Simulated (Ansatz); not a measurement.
# C2H5BClF: the cost of one run

Computed with Ansatz 0.2.0, Gaussian basis. Level: the settings change from run to run.

## 1. The geometry

An earlier PBE0-D4 in a triple-zeta def2 set relaxation fixed the geometry.

SMILES `CCB(F)Cl`, 10 atoms, charge 0, spin multiplicity 1.

Atoms are counted from 1 here; the program's logs count them from 0.

Bond lengths: C1–C2 1.524 Å, C1–H6 1.092 Å, C1–H7 1.092 Å, C1–H8 1.092 Å, C2–B3 1.557 Å, C2–H9 1.098 Å, C2–H10 1.098 Å, B3–F4 1.319 Å, B3–Cl5 1.761 Å. Angles: C2–C1–H6 111.4°, C2–C1–H7 111.4°, C2–C1–H8 111.3°, H6–C1–H7 107.2°, H6–C1–H8 107.7°, H7–C1–H8 107.7°, C1–C2–B3 115.5°, C1–C2–H9 111.1°, C1–C2–H10 111.1°, B3–C2–H9 107.3°, B3–C2–H10 107.4°, H9–C2–H10 103.7°, C2–B3–F4 122.0°, C2–B3–Cl5 121.6°, F4–B3–Cl5 116.4°.

Coordinates:

```
C    -0.8338    0.2666    0.8967
C     0.3268    0.4494   -0.0733
B     0.6587   -0.7840   -0.9631
F    -0.0245   -1.9097   -0.8814
Cl    1.9714   -0.7489   -2.1368
H    -1.7602    0.0309    0.3689
H    -0.6438   -0.5514    1.5948
H    -1.0066    1.1708    1.4836
H     0.1490    1.2989   -0.7453
H     1.2459    0.7263    0.4589
```

## 2. B2PLYP/aug-pcseg-2

Options: charge -1, multiplicity 2, a grid of angular degree 23.

in.yaml reads:

```yaml
crystal:
  periodic: [false, false, false]
  atoms:
    - {symbol: C, position_ang: [-0.833784, 0.266560, 0.896720]}
    - {symbol: C, position_ang: [0.326796, 0.449410, -0.073263]}
    - {symbol: B, position_ang: [0.658749, -0.783976, -0.963098]}
    - {symbol: F, position_ang: [-0.024531, -1.909690, -0.881368]}
    - {symbol: Cl, position_ang: [1.971436, -0.748938, -2.136817]}
    - {symbol: H, position_ang: [-1.760211, 0.030869, 0.368869]}
    - {symbol: H, position_ang: [-0.643816, -0.551399, 1.594797]}
    - {symbol: H, position_ang: [-1.006583, 1.170809, 1.483595]}
    - {symbol: H, position_ang: [0.149014, 1.298898, -0.745260]}
    - {symbol: H, position_ang: [1.245931, 0.726257, 0.458926]}
basis:
  gaussian: {orbitals: aug-pcseg-2, final_grid: {core_spheres: 8, valence_spheres: 7, degree: 23}}
total_charge: -1
magnetization: {spin_polarized: true, initial_magnetization: 1}
hamiltonian: {xc: {name: B2PLYP}}
```

The run is started by

```bash
$ ansatz run in.yaml --threads 4 --pin off --events-out ev --progress --plain --max-ram 10444MiB
```

What time and memory should one allow on 4 threads of Arm Neoverse V2, shared host?

About 3.3 min, with a peak of 2.5 GiB.
